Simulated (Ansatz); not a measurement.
# CH₇NSSi with the probe H: a probe moved round a molecule

Aim: map the energy of CH₇NSSi (SMILES CS[SiH2]N) with the probe H over two coordinates, and find its wells, ridges and stiffness.

Method: UKS PBE0-D4/def2-SVP; program: Ansatz 0.2.0.

### 1 Starting geometry

SMILES `CS[SiH2]N`, 11 atoms, charge 0, spin multiplicity 1.

Atoms are counted from 1 here; the program's logs count them from 0.

Bond lengths: C1–S2 1.838 Å, C1–H5 1.108 Å, C1–H6 1.108 Å, C1–H7 1.107 Å, S2–Si3 2.166 Å, Si3–N4 1.742 Å, Si3–H8 1.501 Å, Si3–H9 1.506 Å, N4–H10 1.023 Å, N4–H11 1.022 Å. Angles: S2–C1–H5 110.8°, S2–C1–H6 111.4°, S2–C1–H7 107.3°, H5–C1–H6 109.6°, H5–C1–H7 108.7°, H6–C1–H7 108.9°, C1–S2–Si3 98.9°, S2–Si3–N4 116.6°, S2–Si3–H8 102.5°, S2–Si3–H9 110.6°, N4–Si3–H8 110.7°, N4–Si3–H9 104.5°, H8–Si3–H9 112.1°, Si3–N4–H10 119.8°, Si3–N4–H11 118.6°, H10–N4–H11 110.7°.

Geometry (Å):

```xyz
11
CH7NSSi
C    -0.78901    1.65089   -0.27753
S    -1.46585    0.31111    0.78352
Si    0.28587   -0.95955    0.87523
N     0.91118   -1.53905   -0.64423
H    -0.30301    1.23096   -1.18085
H    -0.06362    2.27925    0.27702
H    -1.64080    2.28226   -0.59423
H    -0.18602   -2.10270    1.72619
H     1.44115   -0.22569    1.50245
H     0.29125   -2.02576   -1.29689
H     1.58406   -0.95871   -1.15007
```

This geometry comes from a loose relaxation at PBE in a small basis, which is not shown.

### 4 The grid

The probe is moved over a plane parallel to the molecule's main plane, 4.37 Å above it (x and y are the axes of that plane, centred on the molecule).

- x of the probe's H atom: 15 values from −3.92 to 3.92 Å
- y of the probe's H atom: 13 values from −3.36 to 3.36 Å

Nothing else is relaxed (molecule and probe rigid). Energies count from molecule and probe far apart, each relaxed in its own basis (no counterpoise correction). Points are written as (first, second).

The probe H moves over a plane: parallel to the molecule's main plane, 4.37 Å above it. The molecule is turned into the frame of its main axes, as the inputs below show.

(The set-up runs are not shown.)

### 5 Point (1.12 Å, 0.00 Å)

Input file input.yaml:

```yaml
crystal:
  periodic: [false, false, false]
  atoms:
    - { symbol: C, position_ang: [1.677056, -0.846704, 0.17488] }
    - { symbol: S, position_ang: [1.091764, 0.803214, -0.329481] }
    - { symbol: Si, position_ang: [-0.929814, 0.685259, 0.385774] }
    - { symbol: "N", position_ang: [-1.839006, -0.641769, -0.231173] }
    - { symbol: H, position_ang: [0.956103, -1.622137, -0.121959] }
    - { symbol: H, position_ang: [1.847779, -0.896735, 1.260101] }
    - { symbol: H, position_ang: [2.627895, -1.031356, -0.342667] }
    - { symbol: H, position_ang: [-1.498753, 2.000929, -0.025332] }
    - { symbol: H, position_ang: [-0.967209, 0.513619, 1.869607] }
    - { symbol: H, position_ang: [-1.957005, -0.807125, -1.223474] }
    - { symbol: H, position_ang: [-1.974817, -1.481706, 0.316542] }
    - { symbol: H, position_ang: [1.12, 0.0, 4.37] }
magnetization:
  spin_polarized: true
  initial_magnetization: 1
basis:
  gaussian: { orbitals: def2-SVP }
hamiltonian:
  xc: pbe0
  dispersion: d4
output:
  forces: true
```

Command:

```
$ ansatz run input.yaml --threads 1 --pin off --max-ram 2560MiB --backend cpu --events-out ev --progress --plain --runs-dir out
```

Further runs follow: the other points that were computed.

Q: Predict the outcome of this session. Wanted: lowest point; highest computed point; largest force on an atom.

**Answer**, as computed:

```
                       quantity                                                                               value
                   lowest point                           (1.12 Å, 0.00 Å) [nearest 2 H at 3.31 Å], −0.312 kcal/mol
         highest computed point                                   (3.92 Å, 3.36 Å), 0.285 kcal/mol above the lowest
largest force on an atom (eV/Å)  0.003 at (2.80 Å, 3.36 Å) to 0.017 at (−1.12 Å, 0.56 Å); 0.011 at the lowest point
        time for the whole task                                                     31 min on 1 thread, shared host
```

**Reading.** The lowest computed point is at (1.12 Å, 0.00 Å) [nearest 2 H at 3.31 Å], −0.312 kcal/mol from molecule and probe far apart, each relaxed in its own basis (no counterpoise correction). The grid is coarse, so the lowest point of the scanned range may lie between grid points; coordinates that were held can hide deeper minima. The grid shows no well of another kind. The highest computed point, (3.92 Å, 3.36 Å), lies 0.285 kcal/mol above the lowest. Near the minimum the curvatures are about 0.002 and 0.0066 eV/Å² along the soft and the stiff direction. No counterpoise correction was made, so wells between separate parts tend to come out somewhat too deep.
